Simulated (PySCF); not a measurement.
# One shape, several levels: Si2H4OF− (SMILES F[SiH-]O[SiH3])

Wanted: a comparison of 5 runs (B3LYP/6-31G*, PBE0/def2-SVP, r2SCAN/6-311G**, BLYP/pcseg-2) of Si2H4OF−. Input form: a Python script.

Program for the calculation: PySCF 2.14.0.

### Step 1. The system as given

The species is Si2H4OF− (8 atoms), meant as a singlet with charge -1. SMILES: `F[SiH-]O[SiH3]`. Geometry: relaxed at GFN2-xTB. This is one conformer, not always the lowest.

Bond lengths: F1–Si2 1.698 Å, Si2–O3 1.754 Å, O3–Si4 1.563 Å, Si2–H5 1.509 Å, Si4–H6 1.483 Å, Si4–H7 1.483 Å, Si4–H8 1.476 Å. Angles: F1–Si2–O3 98.6°, Si2–O3–Si4 141.1°, F1–Si2–H5 93.4°, O3–Si2–H5 98.1°, O3–Si4–H6 113.4°, O3–Si4–H7 105.8°, O3–Si4–H8 115.5°, H6–Si4–H7 107.5°, H6–Si4–H8 106.4°, H7–Si4–H8 107.8°.

### Step 2. Energy and gradient at B3LYP/6-31G(d) (spherical functions) (run 1)

input.py reads:

```python
from pyscf import gto, dft

molecule = gto.M(
    atom='''
F     -1.018230     0.521840    -2.136340
Si     0.595730     0.854300    -1.725490
O      0.754510    -0.246050    -0.368250
Si     0.018860    -0.675320     0.942620
H      0.236640     2.098170    -0.949940
H      0.009920     0.378790     1.986170
H      0.785160    -1.826240     1.478670
H     -1.382580    -1.105490     0.772550
''',
    verbose=4,
    charge=-1,
    max_memory=1860,
    basis='6-31g*',
)

myscf = dft.RKS(molecule)
myscf.xc = 'b3lyp'
myscf.conv_tol = 1e-10
myscf.grids.level = 5
myscf.kernel()
if not myscf.converged:
    myscf = myscf.newton().run(myscf.mo_coeff, myscf.mo_occ)

energy = myscf.e_tot
print('Final energy', energy)
grad = myscf.nuc_grad_method().kernel()
myscf.analyze()
```

The run is started by

```sh
OMP_NUM_THREADS=1 python input.py
```

The log of the run:

```text
PySCF version 2.14.0

[... 100 lines left out ...]
MO #2   energy= -65.9176612163224  occ= 2
[... 9 lines left out ...]
MO #12  energy= -3.42159977541495  occ= 2
[... 9 lines left out ...]
MO #22  energy= -0.146608901551313 occ= 2
[... 9 lines left out ...]
MO #32  energy= 0.347100366109389  occ= 0
[... 9 lines left out ...]
MO #42  energy= 0.786731191679841  occ= 0
[... 9 lines left out ...]
MO #52  energy= 1.27673897727965   occ= 0
[... 9 lines left out ...]
MO #62  energy= 2.02139037035785   occ= 0
[... 9 lines left out ...]
MO #72  energy= 2.96180454187358   occ= 0
[... 84 lines left out ...]
WARN: System has nonzero charge -1; the dipole moment is origin-dependent.
Location of origin: [0. 0. 0.]

Dipole moment(X, Y, Z, Debye): -1.69514, -2.17885,  6.43001
```

Wall time 47 s (1 thread of Intel Xeon at 2.50GHz (Skylake/Cascade Lake), shared host); peak memory 0.71 GiB.

### Step 3. Energy and forces at B3LYP/6-31G(d) (Cartesian functions) (run 2)

run.py reads:

```python
from pyscf import gto, dft

mol = gto.M(
    atom=[
    ('F', (-1.018230, 0.521840, -2.136340)),
    ('Si', (0.595730, 0.854300, -1.725490)),
    ('O', (0.754510, -0.246050, -0.368250)),
    ('Si', (0.018860, -0.675320, 0.942620)),
    ('H', (0.236640, 2.098170, -0.949940)),
    ('H', (0.009920, 0.378790, 1.986170)),
    ('H', (0.785160, -1.826240, 1.478670)),
    ('H', (-1.382580, -1.105490, 0.772550)),
],
    basis='6-31g*',
    charge=-1,
    max_memory=1860,
    cart=True,
    verbose=4,
)

mf = dft.RKS(mol, xc='b3lyp')
mf.grids.level = 5
mf.conv_tol = 1e-10
mf.kernel()
if not mf.converged:
    mf = mf.newton().run(mf.mo_coeff, mf.mo_occ)

etot = mf.e_tot
print('E = %.10f Eh' % etot)
grad = mf.nuc_grad_method().kernel()
dip = mf.dip_moment()
pop, q = mf.mulliken_pop()
```

The run is started by

```sh
OMP_NUM_THREADS=1 python run.py
```

The log of the run:

```text
PySCF version 2.14.0

[... 77 lines left out ...]
converged SCF energy = -756.575811834704
[... 14 lines left out ...]
WARN: System has nonzero charge -1; the dipole moment is origin-dependent.
[... 2 lines left out ...]
Dipole moment(X, Y, Z, Debye): -1.69757, -2.16914,  6.41909
[... 85 lines left out ...]
charge of    7H =     -0.13912
```

Run time: 47 s. Hardware: 1 thread of Intel Xeon at 2.50GHz (Skylake/Cascade Lake), shared host; peak memory 0.75 GiB.

Runs 3 to 4 aren't shown in full; the table further down has their settings and results.

### Step 4. Energy and gradient at BLYP/pcseg-2 (run 5)

run.py reads:

```python
from pyscf import gto, dft

molecule = gto.Mole()
molecule.atom = [
    ('F', (-1.018230, 0.521840, -2.136340)),
    ('Si', (0.595730, 0.854300, -1.725490)),
    ('O', (0.754510, -0.246050, -0.368250)),
    ('Si', (0.018860, -0.675320, 0.942620)),
    ('H', (0.236640, 2.098170, -0.949940)),
    ('H', (0.009920, 0.378790, 1.986170)),
    ('H', (0.785160, -1.826240, 1.478670)),
    ('H', (-1.382580, -1.105490, 0.772550)),
]
molecule.max_memory = 1860
molecule.verbose = 4
molecule.basis = 'pcseg-2'
molecule.spin = 0
molecule.charge = -1
molecule.build()

myscf = dft.RKS(molecule, xc='blyp')
myscf.conv_tol = 1e-10
myscf.grids.level = 5
myscf.kernel()
if not myscf.converged:
    myscf = myscf.newton().run(myscf.mo_coeff, myscf.mo_occ)

e_final = myscf.e_tot
print('E(%s) = %.9f' % ('BLYP', e_final))
grad = myscf.nuc_grad_method().kernel()
dip = myscf.dip_moment()
pop, q = myscf.mulliken_pop()
```

The run is started by

```sh
OMP_NUM_THREADS=1 python run.py
```

The log of the run:

```text
PySCF version 2.14.0

[... 82 lines left out ...]
converged SCF energy = -756.690931296638
[... 14 lines left out ...]
WARN: System has nonzero charge -1; the dipole moment is origin-dependent.
[... 2 lines left out ...]
Dipole moment(X, Y, Z, Debye): -1.41203, -2.22470,  6.23701
[... 193 lines left out ...]
charge of    7H =     -0.20251
```

Run time: 4.9 min. Hardware: 1 thread of Intel Xeon at 2.50GHz (Skylake/Cascade Lake), shared host; peak memory 2.6 GiB.

### Step 5. All runs side by side

| run | level | Cartesian functions | energy (Eh) | HOMO energy (eV) | LUMO energy (eV) | HOMO–LUMO gap (eV) | wall time |
| --- | --- | --- | --- | --- | --- | --- | --- |
| 1 | B3LYP/6-31G* (spherical functions) | no | -756.570078 | 0.52 | 4.95 | 4.43 | 47 s |
| 2 | B3LYP/6-31G* (Cartesian functions) | yes | -756.575812 | 0.52 | 4.90 | 4.38 | 47 s |
| 3 | PBE0/def2-SVP | no | -755.827670 | 0.25 | 5.39 | 5.14 | 42 s |
| 4 | r2SCAN/6-311G** | no | -756.510879 | 0.89 | 4.25 | 3.36 | 1.7 min |
| 5 | BLYP/pcseg-2 | no | -756.690931 | 0.97 | 3.64 | 2.67 | 4.9 min |

### Step 6. Outcome

```
                                                    quantity          value
                                         run 5: total energy  -756.69093 Eh
                                          run 5: HOMO energy        0.97 eV
                                          run 5: LUMO energy        3.64 eV
run 5: HOMO–LUMO gap (to an unbound level, set by the basis)        2.67 eV
                             run 5: largest force on an atom     2.051 eV/Å
```

What this shows: The HOMO–LUMO gap runs from 2.67 eV (BLYP/pcseg-2) to 5.14 eV (PBE0/def2-SVP). The two ends differ in method and basis. The empty levels of an anion lie above zero and hang on the basis. Totals of different functionals can't be ranked against each other. In runs 1, 2, 3, 4, 5 the HOMO lies above zero, so the outermost electron may be held by the basis alone. All runs together took 8.9 min, the longest 4.9 min.
